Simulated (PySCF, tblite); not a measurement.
# C8H6N2: vibronic structure

Aim: compute the vibronic structure of C8H6N2 (`c1ccc2nccnc2c1`).

Programs: tblite 0.8.0 and PySCF 2.14.0, with routines of our own; each step states its level. All values are computed. Atoms count from 0.

## Step 1: The system as given

16 atoms, charge 0, multiplicity 1; geometry from: force field or distance geometry start.

## Step 2: Optimising the geometry with GFN2-xTB

What the job is given:

```
{"job": {"kind": "relax", "xc": "GFN2-xTB", "basis": "xTB"}, "charge": 0, "multiplicity": 1}
C     -2.245500     0.579100     0.344000
C     -2.217700    -0.596100    -0.381000
C     -1.020200    -1.213400    -0.733800
C      0.148100    -0.592000    -0.372900
N      1.335200    -1.139400    -0.679700
C      2.506700    -0.551400    -0.331300
C      2.535200     0.633200     0.382900
N      1.336300     1.182500     0.719500
C      0.180000     0.582100     0.354500
C     -1.043300     1.142600     0.692800
H     -3.176000     1.067100     0.635800
H     -3.138500    -1.091500    -0.667400
H     -1.051100    -2.135300    -1.288500
H      3.443800    -1.033500    -0.620800
H      3.464100     1.106500     0.674400
H     -1.064800     2.068600     1.260100
```

Run with:

```
$ OMP_NUM_THREADS=1 python excited_run.py task.json out
```

The driver reads the jobs from task.json and runs them one after another.

Log:

```text
step      E/eV     max force
  0    -707.36738    2.819
  1    -707.65420    1.448
  2    -707.72357    0.699
  3    -707.77243    0.471
  4    -707.78572    0.391
  5    -707.79550    0.252
  6    -707.80251    0.223
  7    -707.80718    0.158
  8    -707.80906    0.112
  9    -707.80981    0.078
 10    -707.81039    0.066
 11    -707.81082    0.046
 12    -707.81099    0.028
 13    -707.81106    0.021
 14    -707.81112    0.021
 15    -707.81116    0.015
 16    -707.81119    0.011
 17    -707.81120    0.010
 18    -707.81121    0.011
 19    -707.81122    0.010
 20    -707.81123    0.009
```

Wall time 0.13 s (1 thread of Arm Neoverse V1, shared host).

Step by step:

```tsv
step	energy from step 0 (eV)	largest force (eV/Å)
0	0.0000	2.8189
1	-0.2868	1.4483
2	-0.3562	0.6985
3	-0.4050	0.4713
4	-0.4183	0.3914
5	-0.4281	0.2517
6	-0.4351	0.2225
7	-0.4398	0.1577
8	-0.4417	0.1119
9	-0.4424	0.0779
10	-0.4430	0.0663
11	-0.4434	0.0456
12	-0.4436	0.0281
13	-0.4437	0.0207
14	-0.4437	0.0206
15	-0.4438	0.0146
16	-0.4438	0.0112
17	-0.4438	0.0099
18	-0.4438	0.0112
19	-0.4438	0.0103
20	-0.4438	0.0086
```

Distances of close pairs at the start and the end, largest changes first:

```tsv
bond	before (Å)	after (Å)	change (Å)
C6–N7	1.361	1.305	-0.056
N4–C5	1.356	1.305	-0.051
C3–C8	1.382	1.424	+0.042
C2–C3	1.372	1.409	+0.038
C5–C6	1.384	1.411	+0.028
C1–C2	1.393	1.367	-0.026
C0–C1	1.381	1.406	+0.025
C8–C9	1.387	1.409	+0.022
```

The end geometry stands in the next job.

## Step 3: Infrared spectrum with GFN2-xTB

What the job is given:

```
{"job": {"kind": "ir", "xc": "GFN2-xTB", "basis": "xTB"}, "charge": 0, "multiplicity": 1}
C     -2.213780     0.585176     0.348214
C     -2.199789    -0.617173    -0.380935
C     -1.019310    -1.208608    -0.734804
C      0.201165    -0.607462    -0.367773
N      1.370179    -1.186888    -0.716605
C      2.467599    -0.583751    -0.349683
C      2.453503     0.623605     0.380607
N      1.341728     1.208274     0.733758
C      0.186907     0.609989     0.369885
C     -1.047184     1.192218     0.720955
H     -3.162985     1.027396     0.612967
H     -3.138935    -1.071976    -0.660028
H     -0.986065    -2.131472    -1.292569
H      3.399349    -1.055077    -0.633215
H      3.373392     1.110960     0.676156
H     -1.033372     2.113736     1.281658
```

Log:

```text
mode    cm-1     km/mol
  1     136.7      0.00
  2     165.2      3.52
  3     353.5     14.21
  4     366.8      2.49
  5     415.4      0.00
  6     448.7      4.50
  7     510.9      0.46
  8     512.1      0.01
  9     577.6      1.03
 10     603.9      0.00
 11     748.1     29.21
 12     764.1      0.00
 13     798.5      4.08
 14     811.2      0.46
 15     844.2     17.13
 16     879.2      0.00
 17     910.3      0.01
 18     918.6      1.28
 19     925.1     23.27
 20     932.8      0.00
 21    1056.4      0.19
 22    1079.0     19.76
 23    1132.8      9.55
 24    1162.5      3.65
 25    1192.8      9.15
 26    1219.3      7.18
 27    1235.1      1.45
 28    1299.9      1.05
 29    1342.8     13.97
 30    1344.1     17.03
 31    1403.2      1.04
 32    1443.5     11.02
 33    1498.5     12.21
 34    1549.3      6.35
 35    1561.8      0.28
 36    1608.2      2.49
 37    3050.3     14.07
 38    3058.4     61.62
 39    3079.6      5.61
 40    3088.0     32.48
 41    3102.2     35.97
 42    3104.2     13.01
```

Wall time 0.54 s (1 thread of Arm Neoverse V1, shared host).

The strongest bands and the atoms that carry them (share of the mass-weighted mode):

```tsv
cm⁻¹	km/mol	atoms
748	29.2	H10 17 %, H11 17 %, H15 15 %, H12 15 %
844	17.1	H13 32 %, H14 31 %
925	23.3	C6 16 %, C5 16 %, N4 15 %, N7 15 %
1079	19.8	C5 23 %, C6 23 %, H14 19 %, H13 19 %
1344	17.0	C8 19 %, C3 16 %, C5 10 %, H12 10 %
3058	61.6	H13 56 %, H14 36 %
3088	32.5	H10 40 %, H11 35 %
3102	36.0	H12 54 %, H15 33 %
```

## Step 4: Vibronic structure: TDDFT BHandHLYP/6-31G*

Settings changed since step 3:

```diff
@@ -1,2 +1,2 @@
-{"job": {"kind": "ir", "xc": "GFN2-xTB", "basis": "xTB"}, "charge": 0, "multiplicity": 1}
+{"job": {"kind": "vib", "xc": "BHandHLYP", "basis": "6-31G*", "tda": false}, "charge": 0, "multiplicity": 1}
 C     -2.213780     0.585176     0.348214
```

Level: TDDFT BHandHLYP/6-31G* vertical-gradient vibronic structure (displaced harmonic oscillators, Condon), gas phase.

Log:

```text
final grid: 66512 points
cycle   1  E = -417.6569269745  dE =  2.524e+00  |g| = 4.021e-01  |ddm| = 4.472e+00
cycle   2  E = -417.6798289376  dE = -2.290e-02  |g| = 3.409e-01  |ddm| = 8.455e-01
cycle   3  E = -417.7051859783  dE = -2.536e-02  |g| = 8.258e-02  |ddm| = 3.724e-01
cycle   4  E = -417.7068434904  dE = -1.658e-03  |g| = 2.967e-02  |ddm| = 9.814e-02
cycle   5  E = -417.7070595042  dE = -2.160e-04  |g| = 6.966e-03  |ddm| = 3.194e-02
cycle   6  E = -417.7070721261  dE = -1.262e-05  |g| = 2.315e-03  |ddm| = 1.039e-02
cycle   7  E = -417.7070737248  dE = -1.599e-06  |g| = 8.394e-04  |ddm| = 3.154e-03
cycle   8  E = -417.7070739687  dE = -2.439e-07  |g| = 3.212e-04  |ddm| = 1.289e-03
cycle   9  E = -417.7070740047  dE = -3.605e-08  |g| = 7.756e-05  |ddm| = 5.431e-04
cycle  10  E = -417.7070740071  dE = -2.345e-09  |g| = 4.176e-05  |ddm| = 1.447e-04
cycle  11  E = -417.7070740077  dE = -6.539e-10  |g| = 9.974e-06  |ddm| = 5.976e-05
converged SCF energy = -417.7070740077

Singlet excitations (eV, f): 4.101 (0.0044)  4.785 (0.0419)  4.855 (0.0869)  5.637 (0.0000)  5.982 (0.0000)  6.342 (0.7308)

State S1  4.1008 eV  f = 0.00440  H-2->L 0.93
  relaxed dipole 0.352 D, largest gradient of the excitation energy 0.0423 Eh/bohr
  mode    cm-1        S   lambda/meV  Raman
    8    512.1    1.5951     101.3   0.508
   31   1403.2    0.4181      72.7   1.000
   30   1344.1    0.3347      55.8   0.735
    9    577.6    0.7052      50.5   0.286
   22   1079.0    0.0531       7.1   0.075
   26   1219.3    0.0462       7.0   0.083
   21   1056.4    0.0421       5.5   0.057
   35   1561.8    0.0269       5.2   0.080
   24   1162.5    0.0051       0.7   0.008
   13    798.5    0.0061       0.6   0.005
  reorganisation energy 0.3078 eV, total S 3.240, 0-0 3.7930 eV
  absorption maximum 3.927 eV, width 0.440 eV

State S3  4.8546 eV  f = 0.08695  H-1->L 0.74, H->L+1 0.24
  relaxed dipole 1.470 D, largest gradient of the excitation energy 0.0389 Eh/bohr
  mode    cm-1        S   lambda/meV  Raman
   31   1403.2    0.3872      67.4   1.000
   30   1344.1    0.2500      41.7   0.592
   13    798.5    0.3815      37.8   0.319
    9    577.6    0.1252       9.0   0.055
   24   1162.5    0.0382       5.5   0.068
   26   1219.3    0.0282       4.3   0.055
   33   1498.5    0.0151       2.8   0.044
   21   1056.4    0.0176       2.3   0.026
   35   1561.8    0.0072       1.4   0.023
  reorganisation energy 0.1735 eV, total S 1.258, 0-0 4.6811 eV
  absorption maximum 4.681 eV, width 0.206 eV

State S6  6.3423 eV  f = 0.73079  H->L+1 0.62, H-1->L 0.20, H-1->L+2 0.14
  relaxed dipole 2.202 D, largest gradient of the excitation energy 0.0238 Eh/bohr
  mode    cm-1        S   lambda/meV  Raman
    9    577.6    0.6248      44.7   0.911
   13    798.5    0.3589      35.5   1.000
   21   1056.4    0.0882      11.5   0.430
   22   1079.0    0.0629       8.4   0.320
   31   1403.2    0.0387       6.7   0.333
    8    512.1    0.1027       6.5   0.118
   30   1344.1    0.0112       1.9   0.089
   35   1561.8    0.0077       1.5   0.082
  reorganisation energy 0.1195 eV, total S 1.310, 0-0 6.2228 eV
  absorption maximum 6.223 eV, width 0.182 eV

State T1  3.1516 eV  f = 0.00000  H->L 0.81
  relaxed dipole 1.802 D, largest gradient of the excitation energy 0.0536 Eh/bohr
  mode    cm-1        S   lambda/meV  Raman
   35   1561.8    1.1693     226.4   1.000
   31   1403.2    0.7013     122.0   0.484
   30   1344.1    0.3249      54.2   0.206
    8    512.1    0.4463      28.3   0.041
   26   1219.3    0.1760      26.6   0.092
   33   1498.5    0.0538      10.0   0.042
   22   1079.0    0.0627       8.4   0.026
    9    577.6    0.0447       3.2   0.005
   13    798.5    0.0227       2.2   0.005
   28   1299.9    0.0113       1.8   0.007
  reorganisation energy 0.4848 eV, total S 3.021, 0-0 2.6667 eV
  absorption maximum 3.035 eV, width 0.582 eV
```

Wall time 49 s (1 thread of Arm Neoverse V1, shared host); peak memory 0.91 GiB.

The fields below are evaluated on a grid from the run's orbitals.

Frontier orbitals at BHandHLYP/6-31G*, with the share of their density that lies nearest to each atom:

```tsv
orbital	energy (eV)	lies on
HOMO	-7.69	C2, C9 about 24 % each; C0, C1 about 10 % each; N4, N7 about 6 % each
LUMO	-0.71	N4, N7 about 19 % each; 4 C atoms about 10 % each
```

ELF in a plane through or near 16 of the atoms.

Ten even steps from '0' (0.00) to '9' (1.00):
```
0000000000000000000000000000
0000000000000000000000000000
0000000000000000000000000000
0000000000000048861000000000
0000000004872089993000000000
0000142006996079992003200000
0002999516987147752299950000
0005999948348481686799981000
0003899746777577583399960000
0000013655215551145542000000
0000013655215551145542000000
0003999656877577583399960000
0005999958258482886799981000
0002899516997147662289960000
0000142006996079992003200000
0000000004872079993000000000
0000000000000048871000000000
0000000000000000000000000000
0000000000000000000000000000
0000000000000000000000000000
```
The map spans 12.0 Å across and 10.2 Å up, centred on the molecule. Atoms in the plane (x, y in Å): C0 (2.2, 0.7), C1 (2.2, -0.7), C2 (1.0, -1.4), C3 (-0.2, -0.7), N4 (-1.4, -1.4), C5 (-2.5, -0.7), C6 (-2.5, 0.7), N7 (-1.4, 1.4), C8 (-0.2, 0.7), C9 (1.0, 1.4), H10 (3.1, 1.2), H11 (3.2, -1.2), H12 (1.0, -2.5), H13 (-3.4, -1.3), H14 (-3.4, 1.3), H15 (1.0, 2.5).

log10 of the density (e/Å³) in the same plane.

Values, 10 rows by 14 columns:
```
-4.0 -4.0 -4.0 -4.0 -4.0 -4.0 -4.0 -4.0 -4.0 -4.0 -4.0 -4.0 -4.0 -4.0
-4.0 -4.0 -4.0 -4.0 -4.0 -4.0 -3.9 -2.9 -2.7 -3.2 -4.0 -4.0 -4.0 -4.0
-4.0 -4.0 -3.1 -2.7 -2.1 -1.4 -1.6 -1.1 -0.4 -1.6 -2.6 -3.0 -4.0 -4.0
-4.0 -3.1 -1.6 -0.7 -0.8  0.3 -0.1 -0.3  0.3 -0.6 -0.7 -1.3 -2.8 -4.0
-4.0 -2.9 -1.3  0.1  1.4  0.4  0.3  0.3  0.2  1.2  0.2 -0.9 -2.5 -4.0
-4.0 -3.2 -1.8 -0.5  0.4 -0.4  0.0  0.0 -0.6  0.3 -0.2 -1.5 -2.8 -4.0
-4.0 -2.9 -1.2  0.3  0.1  1.1  0.3  0.2  1.4  0.1  0.2 -0.8 -2.5 -4.0
-4.0 -3.7 -2.4 -1.8 -1.5 -0.6 -0.9 -0.7  0.3 -1.2 -1.9 -2.3 -3.4 -4.0
-4.0 -4.0 -4.0 -3.9 -3.3 -2.5 -2.6 -1.9 -1.5 -2.3 -3.5 -4.0 -4.0 -4.0
-4.0 -4.0 -4.0 -4.0 -4.0 -4.0 -4.0 -3.7 -3.5 -4.0 -4.0 -4.0 -4.0 -4.0
```
The map spans 12.0 Å across and 10.2 Å up, centred on the molecule. Atoms in the plane (x, y in Å): C0 (2.2, 0.7), C1 (2.2, -0.7), C2 (1.0, -1.4), C3 (-0.2, -0.7), N4 (-1.4, -1.4), C5 (-2.5, -0.7), C6 (-2.5, 0.7), N7 (-1.4, 1.4), C8 (-0.2, 0.7), C9 (1.0, 1.4), H10 (3.1, 1.2), H11 (3.2, -1.2), H12 (1.0, -2.5), H13 (-3.4, -1.3), H14 (-3.4, 1.3), H15 (1.0, 2.5).

On the surface of density 0.002 e/bohr³ the electrostatic potential runs, from the 1st to the 99th percentile, from -1.52 V near N7 to 1.02 V near H14.

## Step 5: Results

| quantity | value |
| --- | --- |
| strongest single infrared mode (GFN2-xTB) | 3058 cm⁻¹, 62 km/mol |
| zero-point energy (GFN2-xTB) | 74.7 kcal/mol |
| S1: vertical, reorganisation, 0-0, total S (step 4, TDDFT BHandHLYP/6-31G*, modes from GFN2-xTB) | 4.10, 0.31, 3.79 eV; 3.2 |
| S3: vertical, reorganisation, 0-0, total S (step 4, TDDFT BHandHLYP/6-31G*, modes from GFN2-xTB) | 4.85, 0.17, 4.68 eV; 1.3 |
| S6: vertical, reorganisation, 0-0, total S (step 4, TDDFT BHandHLYP/6-31G*, modes from GFN2-xTB) | 6.34, 0.12, 6.22 eV; 1.3 |
| surface potential, 1st and 99th percentile | -1.52 V and 1.02 V |

In words: No mode is imaginary among the 42: a minimum at this level. The strongest single mode, at 3058 cm⁻¹, moves mainly H13 and H14. GFN2-xTB is a fitted tight-binding method: band positions and strengths are rough. Its intensities can rank the bands wrongly. The vibronic model keeps the ground-state modes (from xTB) and shifts them along the gradient alone, so it can miss much of the relaxation that a full optimisation finds. By nearest atom (BHandHLYP/6-31G*), the HOMO sits on C2, C9 about 24 % each; C0, C1 about 10 % each and the LUMO on N4, N7 about 19 % each; 4 C atoms about 10 % each.
